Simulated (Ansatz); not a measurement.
# FH7N2O2Si2: a ladder of functionals and wavefunction methods

The task here is to estimate one member of a computed series from the others.

The runs use Ansatz 0.2.0, Gaussian basis; functionals in def2-TZVPP, the program's frozen cores in correlated methods.

The runs, in order: PBE-D4, r2SCAN-D4, PBE0-D4, B3LYP-D4, ωB97X-V, ωB97M-V, B2PLYP; CCSD(T)/def2-TZVPP; MP2/def2-QZVPP; extrapolation to the limit.

## The relaxed structure

The geometry comes from an earlier relaxation with PBE0-D4 in a triple-zeta def2 set; it is a stationary point, not always the lowest conformer.

14 atoms, charge 0, spin multiplicity 1.

Atoms are counted from 1 here; the program's logs count them from 0.

Bond lengths: N1–Si2 1.705 Å, N1–H8 1.008 Å, N1–H9 1.007 Å, Si2–O3 1.634 Å, Si2–O4 1.638 Å, Si2–H10 1.476 Å, O3–H11 0.959 Å, O4–Si5 1.617 Å, Si5–N6 1.687 Å, Si5–F7 1.607 Å, Si5–H12 1.475 Å, N6–H13 1.005 Å, N6–H14 1.006 Å. Angles: Si2–N1–H8 120.1°, Si2–N1–H9 121.2°, H8–N1–H9 111.9°, N1–Si2–O3 109.8°, N1–Si2–O4 106.1°, N1–Si2–H10 117.6°, O3–Si2–O4 112.9°, O3–Si2–H10 103.6°, O4–Si2–H10 107.1°, Si2–O3–H11 116.5°, Si2–O4–Si5 144.0°, O4–Si5–N6 107.9°, O4–Si5–F7 106.4°, O4–Si5–H12 113.8°, N6–Si5–F7 113.6°, N6–Si5–H12 110.4°, F7–Si5–H12 104.7°, Si5–N6–H13 122.4° and more.

The first run:

Contents of in.yaml:

```yaml
crystal:
  periodic: [false, false, false]
  atoms:
    - {symbol: N, position_ang: [0.376723, 0.886664, 1.964867]}
    - {symbol: Si, position_ang: [1.332777, 0.008195, 0.860272]}
    - {symbol: O, position_ang: [1.922144, -1.333081, 1.584371]}
    - {symbol: O, position_ang: [0.360775, -0.329868, -0.413438]}
    - {symbol: Si, position_ang: [-1.149567, -0.203988, -0.976281]}
    - {symbol: N, position_ang: [-1.081528, -0.253060, -2.661302]}
    - {symbol: F, position_ang: [-1.738274, 1.174385, -0.395404]}
    - {symbol: H, position_ang: [-0.341333, 1.508762, 1.628130]}
    - {symbol: H, position_ang: [0.745617, 1.185048, 2.852565]}
    - {symbol: H, position_ang: [2.538427, 0.669457, 0.322943]}
    - {symbol: H, position_ang: [1.300182, -1.847256, 2.102921]}
    - {symbol: H, position_ang: [-2.063629, -1.243888, -0.468712]}
    - {symbol: H, position_ang: [-1.905668, -0.338838, -3.230835]}
    - {symbol: H, position_ang: [-0.296656, 0.117477, -3.170108]}
basis:
  gaussian: {orbitals: def2-TZVPP}
hamiltonian: {xc: pbe, dispersion: d4}
output: {forces: true, orbitals: {seedname: orbitals}}
```

On the command line:

```
$ ansatz run in.yaml --threads 2 --pin off --events-out ev --progress --plain --max-ram 32768MiB --backend cuda --devices 0, --max-vram 18GiB
```

Among the steps run: PBE-D4 (GGA); r2SCAN-D4 (meta-GGA); PBE0-D4 (hybrid); B3LYP-D4 (hybrid); ωB97X-V (range-separated); ωB97M-V (range-separated); B2PLYP (double hybrid); CCSD(T) in def2-TZVPP; MP2 in def2-QZVPP.

One of the session's tables, all rows but one given; the rest of the session is left out.

It belongs to the step «Atomisation energies». 

| method | atomisation energy (eV) |
| --- | --- |
| PBE-D4 | 57.184 |
| r2SCAN-D4 | 56.529 |
| PBE0-D4 | 55.994 |
| B3LYP-D4 | 56.623 |
| ωB97X-V | ? |
| ωB97M-V | 56.984 |
| B2PLYP | 56.113 |
| HF/def2-TZVPP | 40.066 |
| MP2/def2-TZVPP | 56.408 |
| CCSD/def2-TZVPP | 54.242 |
| CCSD(T)/def2-TZVPP | 55.066 |
| MP2/CBS | 58.371 |
| CCSD(T)/CBS | 57.029 |

Estimate the missing values for ωB97X-V.

The run gave: atomisation energy (eV): 56.963. In the column «atomisation energy (eV)» it lies between B3LYP-D4 (56.623) and ωB97M-V (56.984).
